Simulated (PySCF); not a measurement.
# Solver options tried on SbO⁻ (triplet)

The same problem is solved with other solver options, one edit a run.

Method: method and basis as typed in the scripts; program: PySCF 2.14.0.

3 further runs of the same task are left out: 1 for a known fault of the program, 2 that didn't finish.

## Step 1: Where the work starts

SbO⁻ (triplet): 2 atoms, charge -1, spin multiplicity 3.

Bond lengths: Sb1–O2 2.168 Å.

## Step 2: The base run

File input.py:

```python
from pyscf import gto, scf
from pyscf.prop.polarizability import uhf as pol

mol = gto.M(
    atom='Sb 0 0 0; O 0 0 2.168',
    basis='x2c-svpall',
    charge=-1,
    spin=2,
    verbose=3,
)
mf = scf.UHF(mol)
mf = mf.sfx2c1e()
mf.kernel()
print('polarizability (a.u.)')
print(pol.Polarizability(mf).polarizability().round(4))
mf.dip_moment()
print('orbital energies (hartree):', [e[max(0, n-3):n+3].round(4) for e, n in zip(mf.mo_energy, mol.nelec)])
```

Command:

```
$ OMP_NUM_THREADS=1 python input.py
```

The log of this run is left out.

In short: E(SCF) = -6552.149647 Eh, ⟨S²⟩ = 2.035, α(xx, yy, zz) = 30.0, 30.0, 55.4 bohr³.

The bond length is a typed value, not an optimised one. The dipole of an ion depends on the origin. The triplet is typed in the script; nothing here shows that it is the ground state.

## Step 3: DIIS space 20

Edit 1 changes DIIS space: default → 20.

File input.py:

```python
from pyscf import gto, scf
from pyscf.prop.polarizability import uhf as pol

mol = gto.M(
    atom='Sb 0 0 0; O 0 0 2.168',
    basis='x2c-svpall',
    charge=-1,
    spin=2,
    verbose=3,
)
mf = scf.UHF(mol)
mf = mf.sfx2c1e()
mf.diis_space = 20
mf.kernel()
print('polarizability (a.u.)')
print(pol.Polarizability(mf).polarizability().round(4))
mf.dip_moment()
print('orbital energies (hartree):', [e[max(0, n-3):n+3].round(4) for e, n in zip(mf.mo_energy, mol.nelec)])
```

Command:

```
$ OMP_NUM_THREADS=1 python input.py
```

## Step 4: Smearing width 0.005 hartree

Edit 2 changes smearing width: none → 0.005 hartree; step after the SCF: polarizability → none.

File input.py:

```python
from pyscf import gto, scf

mol = gto.M(
    atom='Sb 0 0 0; O 0 0 2.168',
    basis='x2c-svpall',
    charge=-1,
    spin=2,
    verbose=3,
)
mf = scf.UHF(mol)
mf = mf.sfx2c1e()
mf = scf.addons.smearing_(mf, sigma=0.005, method='fermi')
mf.kernel()
mf.dip_moment()
print('orbital energies (hartree):', [e[max(0, n-3):n+3].round(4) for e, n in zip(mf.mo_energy, mol.nelec)])
```

## Step 5: Level shift 0.1 hartree

Edit 3 changes level shift: none → 0.1 hartree.

input.py, as its differences from that of step 2:

```diff
@@ -12,2 +12,3 @@
 mf = mf.sfx2c1e()
+mf.level_shift = 0.1
 mf.kernel()
```

## Step 6: Damping 0.5

Edit 4 changes damping: none → 0.5.

input.py, as its differences from that of step 2:

```diff
@@ -12,2 +12,4 @@
 mf = mf.sfx2c1e()
+mf.damp = 0.5
+mf.diis_start_cycle = 8
 mf.kernel()
```

## Step 7: Point-group symmetry on

Edit 5 changes point-group symmetry: off → on.

input.py, as its differences from that of step 2:

```diff
@@ -8,2 +8,3 @@
     spin=2,
+    symmetry=True,
     verbose=3,
```

**Question.** What will these runs give? Wanted: for each run, E(SCF); from base; gap, α spin; after the SCF.

The runs gave:

| run | E(SCF) (hartree) | from base (eV) | gap, α spin (eV) | after the SCF |
| --- | --- | --- | --- | --- |
| base | -6552.149647 | 0 | 11.30 | mean α 38.4 bohr³ |
| DIIS space 20 | -6552.149647 | 0.0000 | 11.30 | mean α 38.4 bohr³ |
| smearing width 0.005 hartree | -6551.976461 | not comparable | n/a | n/a |
| level shift 0.1 hartree | -6552.149647 | 0.0000 | 11.30 | mean α 38.4 bohr³ |
| damping 0.5 | -6552.149647 | 0.0000 | 11.30 | mean α 38.4 bohr³ |
| point-group symmetry on | -6552.149647 | 0.0000 | 11.30 | mean α 38.4 bohr³ |

**Reading.** With DIIS space 20 or level shift 0.1 hartree or damping 0.5 or point-group symmetry on the SCF ends at the base energy.
